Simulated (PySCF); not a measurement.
**Os⁺: excitation energy in x2c-TZVPPall plus 1 even-tempered diffuse shell per l**

Aim: the excitation energy of osmium from differences of total energies, at each level of theory, and how far each lands from the tabulated value where there is one.

Method: unrestricted determinants in a Gaussian basis, no spin-orbit coupling in the energies. Code: PySCF 2.14.0.

## 1. The system

```
Element                                   : osmium (Z = 76)
Basis                                     : x2c-TZVPPall with one added diffuse shell each of s, p, d, f type (12s8p8d4f1g, 113 functions)
Hamiltonian                               : the spin-free X2C one-electron Hamiltonian (Gaussian nucleus)
State 1                                   : Os⁺: [Xe] 4f14 5d6 6p1, one real determinant (an excited configuration)
Needed too, but not shown                 : Os⁺ [Xe] 4f14 5d6 6s1 (6D)
Methods                                   : UHF, LDA, PBE, PBE0, r2SCAN, MP2
Core shells frozen in the correlated runs : valence: [Xe] 4f14; valence and next inner shell: [Kr] 4d10 4f14 (for Os⁺)
```

Outer shells as boxes (Hund's rule):

Os+ [Xe] 4f14 5d6 6p1
```
[Xe] core
4f [↑↓][↑↓][↑↓][↑↓][↑↓][↑↓][↑↓]
5d [↑↓][↑ ][↑ ][↑ ][↑ ]
6p [↑ ][  ][  ]
```

One driver process ran all states and methods and kept the integrals in memory. Each run is shown as a PySCF script that sums up its settings (the driver passes frozen orbitals as a list and adds second-order terms of double hybrids); the logs are those of the runs themselves. The driver starts from symmetry-adapted Hartree-Fock orbitals, holds the occupation by maximum overlap and uses a logarithmic radial grid for functionals, so a plain start would take other cycles.

The integrals over 113 functions and the set-up took 8.6 s of CPU time.

## 2. Os⁺ [Xe] 4f14 5d6 6p1: the ladder of methods

#### UHF

The input, input.py:

```python
from pyscf import gto, scf, dft, mp, cc
import basis_set_exchange as bse
mol = gto.M(atom="Os 0 0 0", charge=1, spin=5, symmetry="D2h",
            basis=gto.basis.parse(bse.get_basis("x2c-TZVPPall", elements=["Os"], fmt="nwchem", augment_diffuse=1)),
            nucmod="G")
mf = scf.UHF(mol).sfx2c1e()
mf.irrep_nelec = {'Ag': (11, 9), 'B1g': (3, 3), 'B2g': (3, 2), 'B3g': (3, 2), 'Au': (1, 1), 'B1u': (7, 6), 'B2u': (6, 6), 'B3u': (6, 6)}
mf.kernel()
```

Log:

```text
damping factor = 0
level_shift factor = 0
DIIS = <class 'pyscf.scf.diis.CDIIS'>
diis_start_cycle = 1
diis_space = 10
diis_damp = 0
SCF conv_tol = 1e-09
SCF conv_tol_grad = None
number electrons alpha = 40  beta = 35
cycle= 1 E= -17249.5720453063  delta_E= -0.00532  |g|= 0.0281  |ddm|= 0.0862
cycle= 2 E= -17249.5733771855  delta_E= -0.00133  |g|= 0.0163  |ddm|= 0.0618
cycle= 3 E= -17249.5744375196  delta_E= -0.00106  |g|= 0.0112  |ddm|= 0.0749
cycle= 4 E= -17249.575286883  delta_E= -0.000849  |g|= 0.00619  |ddm|= 0.108
cycle= 5 E= -17249.5754644584  delta_E= -0.000178  |g|= 0.00184  |ddm|= 0.0662
cycle= 6 E= -17249.5754728554  delta_E= -8.4e-06  |g|= 0.000505  |ddm|= 0.013
cycle= 7 E= -17249.5754733356  delta_E= -4.8e-07  |g|= 0.000219  |ddm|= 0.00337
cycle= 8 E= -17249.5754733807  delta_E= -4.51e-08  |g|= 3.63e-05  |ddm|= 0.00087
cycle= 9 E= -17249.5754733823  delta_E= -1.59e-09  |g|= 6.38e-06  |ddm|= 0.000125
cycle= 10 E= -17249.5754733824  delta_E= -5.82e-11  |g|= 7.35e-07  |ddm|= 3.08e-05
converged SCF energy = -17249.5754733824  <S^2> = 8.7550654  2S+1 = 6.0016882
```

It used 4.4 s of CPU time after the integrals (shared host).

The occupied shells:

```tsv
shell	electrons	mean orbital energy (eV)	spread (eV)	rms radius (bohr)
1s β	1	-74279.6	0	0.0201
1s α	1	-74279.6	0	0.0201
2s α	1	-13089.3	0	0.0809
2s β	1	-13088.9	0	0.0809
2p α	3	-11436.3	0.156	0.0739
2p β	3	-11435.9	0.015	0.0739
3s α	1	-3118.6	0	0.207
3s β	1	-3118.5	0	0.207
3p α	3	-2622.9	0.272	0.209
3p β	3	-2622.7	0.210	0.209
3d α	5	-2047.3	0.236	0.191
3d β	5	-2046.9	0.286	0.191
4s α	1	-700.37	0	0.459
4s β	1	-699.83	0	0.459
4p α	3	-534.24	0.511	0.488
4p β	3	-533.68	0.317	0.488
4d α	5	-320.05	0.531	0.526
4d β	5	-319.20	0.621	0.526
5s α	1	-120.00	0	1.08
5s β	1	-115.11	0	1.08
4f α	7	-81.301	0.536	0.611
4f β	7	-80.693	0.332	0.611
5p α	3	-75.756	1.123	1.25
5p β	3	-68.530	1.335	1.25
5d α	5	-22.513	1.328	1.86
5d β	1	-19.104	0	1.86
6p α	1	-10.781	0	3.91
```

⟨S²⟩ = 8.755, ⟨L²⟩ = 8.34.

Spin-orbit constants on these orbitals (cm⁻¹; bare nucleus, screened nucleus, mean field): 5d 4153, 3606, n/a; 6p 4795, 4669, n/a. To first order in LS coupling the lowest level has J = 11/2 and lies 0.158 eV below the centre of the term.

⟨L²⟩ = 8.34 against 12 for a pure F term, so this real determinant mixes terms. Spin-orbit coupling, absent here, splits the open shell strongly.

#### LDA

input.py differs from the last one in:

```diff
@@ -5,3 +5,3 @@
             nucmod="G")
-mf = scf.UHF(mol).sfx2c1e()
+mf = dft.UKS(mol, xc="LDA,VWN").sfx2c1e()
 mf.irrep_nelec = {'Ag': (11, 9), 'B1g': (3, 3), 'B2g': (3, 2), 'B3g': (3, 2), 'Au': (1, 1), 'B1u': (7, 6), 'B2u': (6, 6), 'B3u': (6, 6)}
```

Log:

```text
damping factor = 0
level_shift factor = 0
DIIS = <class 'pyscf.scf.diis.CDIIS'>
diis_start_cycle = 1
diis_space = 10
diis_damp = 0
SCF conv_tol = 1e-09
SCF conv_tol_grad = None
number electrons alpha = 40  beta = 35
XC functionals = LDA,VWN
    P. A. M. Dirac.,  Math. Proc. Cambridge Philos. Soc. 26, 376 (1930)
    F. Bloch.,  Z. Phys. 57, 545 (1929)
    S. H. Vosko, L. Wilk, and M. Nusair.,  Can. J. Phys. 58, 1200 (1980)
cycle= 1 E= -17244.0386594891  delta_E= -0.0355  |g|= 0.335  |ddm|= 0.47
cycle= 2 E= -17244.033868388  delta_E= 0.00479  |g|= 0.377  |ddm|= 0.281
cycle= 3 E= -17244.0469442016  delta_E= -0.0131  |g|= 0.0229  |ddm|= 0.169
cycle= 4 E= -17244.0470580057  delta_E= -0.000114  |g|= 0.00123  |ddm|= 0.0174
cycle= 5 E= -17244.0470586229  delta_E= -6.17e-07  |g|= 0.000201  |ddm|= 0.00193
cycle= 6 E= -17244.047058639  delta_E= -1.61e-08  |g|= 1.94e-05  |ddm|= 0.000401
cycle= 7 E= -17244.0470586392  delta_E= -1.89e-10  |g|= 1.02e-06  |ddm|= 2.74e-05
converged SCF energy = -17244.0470586392  <S^2> = 8.7509102  2S+1 = 6.0003034
```

CPU time 4.1 s on a shared host, the integrals not counted.

#### PBE

input.py differs from the last one in:

```diff
@@ -5,3 +5,3 @@
             nucmod="G")
-mf = dft.UKS(mol, xc="LDA,VWN").sfx2c1e()
+mf = dft.UKS(mol, xc="PBE").sfx2c1e()
 mf.irrep_nelec = {'Ag': (11, 9), 'B1g': (3, 3), 'B2g': (3, 2), 'B3g': (3, 2), 'Au': (1, 1), 'B1u': (7, 6), 'B2u': (6, 6), 'B3u': (6, 6)}
```

Log:

```text
damping factor = 0
level_shift factor = 0
DIIS = <class 'pyscf.scf.diis.CDIIS'>
diis_start_cycle = 1
diis_space = 10
diis_damp = 0
SCF conv_tol = 1e-09
SCF conv_tol_grad = None
number electrons alpha = 40  beta = 35
XC functionals = PBE
    J. P. Perdew, K. Burke, and M. Ernzerhof.,  Phys. Rev. Lett. 77, 3865 (1996)
    J. P. Perdew, K. Burke, and M. Ernzerhof.,  Phys. Rev. Lett. 78, 1396 (1997)
    J. P. Perdew, K. Burke, and M. Ernzerhof.,  Phys. Rev. Lett. 77, 3865 (1996)
    J. P. Perdew, K. Burke, and M. Ernzerhof.,  Phys. Rev. Lett. 78, 1396 (1997)
cycle= 1 E= -17254.9150096504  delta_E= -0.0314  |g|= 0.305  |ddm|= 0.442
cycle= 2 E= -17254.910967957  delta_E= 0.00404  |g|= 0.347  |ddm|= 0.255
cycle= 3 E= -17254.9221039635  delta_E= -0.0111  |g|= 0.0185  |ddm|= 0.155
cycle= 4 E= -17254.9221845142  delta_E= -8.06e-05  |g|= 0.00117  |ddm|= 0.0152
cycle= 5 E= -17254.9221850173  delta_E= -5.03e-07  |g|= 0.000167  |ddm|= 0.00184
cycle= 6 E= -17254.9221850267  delta_E= -9.43e-09  |g|= 1.58e-05  |ddm|= 0.000213
cycle= 7 E= -17254.9221850268  delta_E= -1.27e-10  |g|= 1.55e-06  |ddm|= 2.76e-05
converged SCF energy = -17254.9221850268  <S^2> = 8.7514022  2S+1 = 6.0004674
```

It used 7.2 s of CPU time after the integrals (shared host).

#### PBE0

input.py differs from the last one in:

```diff
@@ -5,3 +5,3 @@
             nucmod="G")
-mf = dft.UKS(mol, xc="PBE").sfx2c1e()
+mf = dft.UKS(mol, xc="PBE0").sfx2c1e()
 mf.irrep_nelec = {'Ag': (11, 9), 'B1g': (3, 3), 'B2g': (3, 2), 'B3g': (3, 2), 'Au': (1, 1), 'B1u': (7, 6), 'B2u': (6, 6), 'B3u': (6, 6)}
```

Log:

```text
damping factor = 0
level_shift factor = 0
DIIS = <class 'pyscf.scf.diis.CDIIS'>
diis_start_cycle = 1
diis_space = 10
diis_damp = 0
SCF conv_tol = 1e-09
SCF conv_tol_grad = None
number electrons alpha = 40  beta = 35
XC functionals = PBE0
    C. Adamo and V. Barone.,  J. Chem. Phys. 110, 6158 (1999)
    M. Ernzerhof and G. E. Scuseria.,  J. Chem. Phys. 110, 5029 (1999)
cycle= 1 E= -17254.699771846  delta_E= -0.0203  |g|= 0.184  |ddm|= 0.292
cycle= 2 E= -17254.6999892689  delta_E= -0.000217  |g|= 0.171  |ddm|= 0.149
cycle= 3 E= -17254.7024338373  delta_E= -0.00244  |g|= 0.012  |ddm|= 0.0723
cycle= 4 E= -17254.7025012337  delta_E= -6.74e-05  |g|= 0.0022  |ddm|= 0.0216
cycle= 5 E= -17254.7025258521  delta_E= -2.46e-05  |g|= 0.000709  |ddm|= 0.0212
cycle= 6 E= -17254.7025285605  delta_E= -2.71e-06  |g|= 5.51e-05  |ddm|= 0.00954
cycle= 7 E= -17254.7025285635  delta_E= -3e-09  |g|= 7.57e-06  |ddm|= 0.000214
cycle= 8 E= -17254.7025285636  delta_E= -8.37e-11  |g|= 6.5e-07  |ddm|= 5.37e-05
converged SCF energy = -17254.7025285636  <S^2> = 8.7519889  2S+1 = 6.0006629
```

CPU time 9.8 s on a shared host, the integrals not counted.

#### r2SCAN

input.py differs from the last one in:

```diff
@@ -5,3 +5,3 @@
             nucmod="G")
-mf = dft.UKS(mol, xc="PBE0").sfx2c1e()
+mf = dft.UKS(mol, xc="R2SCAN").sfx2c1e()
 mf.irrep_nelec = {'Ag': (11, 9), 'B1g': (3, 3), 'B2g': (3, 2), 'B3g': (3, 2), 'Au': (1, 1), 'B1u': (7, 6), 'B2u': (6, 6), 'B3u': (6, 6)}
```

Log:

```text
damping factor = 0
level_shift factor = 0
DIIS = <class 'pyscf.scf.diis.CDIIS'>
diis_start_cycle = 1
diis_space = 10
diis_damp = 0
SCF conv_tol = 1e-09
SCF conv_tol_grad = None
number electrons alpha = 40  beta = 35
XC functionals = R2SCAN
    J. W. Furness, A. D. Kaplan, J. Ning, J. P. Perdew, and J. Sun.,  J. Phys. Chem. Lett. 11, 8208-8215 (2020)
    J. W. Furness, A. D. Kaplan, J. Ning, J. P. Perdew, and J. Sun.,  J. Phys. Chem. Lett. 11, 9248-9248 (2020)
    J. W. Furness, A. D. Kaplan, J. Ning, J. P. Perdew, and J. Sun.,  J. Phys. Chem. Lett. 11, 8208-8215 (2020)
    J. W. Furness, A. D. Kaplan, J. Ning, J. P. Perdew, and J. Sun.,  J. Phys. Chem. Lett. 11, 9248-9248 (2020)
cycle= 1 E= -17254.9965170911  delta_E= -0.0264  |g|= 0.252  |ddm|= 0.409
cycle= 2 E= -17254.9953123461  delta_E= 0.0012  |g|= 0.26  |ddm|= 0.187
cycle= 3 E= -17255.0010323649  delta_E= -0.00572  |g|= 0.019  |ddm|= 0.114
cycle= 4 E= -17255.0011147358  delta_E= -8.24e-05  |g|= 0.00152  |ddm|= 0.0166
cycle= 5 E= -17255.0011168148  delta_E= -2.08e-06  |g|= 0.000376  |ddm|= 0.0067
cycle= 6 E= -17255.0011168823  delta_E= -6.75e-08  |g|= 1.85e-05  |ddm|= 0.000993
cycle= 7 E= -17255.0011168826  delta_E= -2.87e-10  |g|= 2.2e-06  |ddm|= 4.88e-05
converged SCF energy = -17255.0011168826  <S^2> = 8.7525966  2S+1 = 6.0008655
```

CPU time 15 s on a shared host, the integrals not counted.

#### MP2 (valence)

input.py differs from the last one in:

```diff
@@ -5,4 +5,5 @@
             nucmod="G")
-mf = dft.UKS(mol, xc="R2SCAN").sfx2c1e()
+mf = scf.UHF(mol).sfx2c1e()
 mf.irrep_nelec = {'Ag': (11, 9), 'B1g': (3, 3), 'B2g': (3, 2), 'B3g': (3, 2), 'Au': (1, 1), 'B1u': (7, 6), 'B2u': (6, 6), 'B3u': (6, 6)}
 mf.kernel()
+mp.UMP2(mf, frozen=34).kernel()
```

The driver printed no log here.

CPU time 0.99 s on a shared host, the integrals not counted.

With 7 electrons correlated, the MP2 correlation energy is -0.10722 hartree (-0.06266 same spin, -0.04455 opposite spin); the SCS form gives -0.07435. Largest pairs of shells: 5d-5d -0.0893, 5d-6p -0.0179, 6p-6p 0.0000.

#### MP2 (valence and next inner shell)

input.py differs from the last one in:

```diff
@@ -8,2 +8,2 @@
 mf.kernel()
-mp.UMP2(mf, frozen=34).kernel()
+mp.UMP2(mf, frozen=30).kernel()
```

No log was kept for this step.

CPU time 1.4 s on a shared host, the integrals not counted.

With 15 electrons correlated, the MP2 correlation energy is -0.33478 hartree (-0.12363 same spin, -0.21115 opposite spin); the SCS form gives -0.29459. Largest pairs of shells: 5p-5d -0.1264, 5d-5d -0.0893, 5p-5p -0.0539, 5s-5p -0.0202, 5d-6p -0.0179.

Radial density 4πr²ρ of Os⁺ at UHF, without picture-change correction:

```tsv
r (bohr)	density	spin density
0.000359	3.55	0.000
0.000604	7.23	0.000
0.00102	14.4	0.000
0.00171	27.5	0.000
0.00287	49.1	-0.001
0.00484	78.5	-0.001
0.00813	104	-0.001
0.0137	105	-0.001
0.0230	91.8	0.001
0.0387	122	0.018
0.0651	134	0.120
0.109	111	0.261
0.184	117	-0.010
0.310	70.0	0.337
0.521	63.8	0.054
0.876	20.9	1.191
1.47	8.96	2.833
2.48	1.72	1.122
4.17	0.332	0.297
7.02	0.0236	0.023
11.8	1.65e-05	0.000
```

## 3. Differences of total energies

Excitation energy: Os⁺ [Xe] 4f14 5d6 6s1 (6D) → Os⁺ [Xe] 4f14 5d6 6p1 (high-spin determinant).

```tsv
method	value (eV)
UHF	5.523
LDA	6.127
PBE	6.001
PBE0	5.935
r2SCAN	6.162
MP2 (valence)	5.844
SCS-MP2 (valence)	5.742
MP2 (valence and next inner shell)	6.026
SCS-MP2 (valence and next inner shell)	5.904
```

A first-order spin-orbit estimate (lowest level to lowest level, LS coupling) adds 0.280 eV. The determinant of Os+ mixes LS terms, which raises its energy at the Hartree-Fock and MP2 levels.

The differences also use runs on Os⁺ [Xe] 4f14 5d6 6s1 (6D), which are not shown here.

## 4. Results

| quantity | value |
| --- | --- |
| excitation energy, Os⁺ → [Xe] 4f14 5d6 6p1 | UHF 5.523, MP2 (valence and next inner shell) 6.026 eV |

The methods span 0.639 eV, from UHF (5.523) to r2SCAN (6.162). No reference value is at hand in this session. All values hold for this basis alone; no basis-set limit was taken.
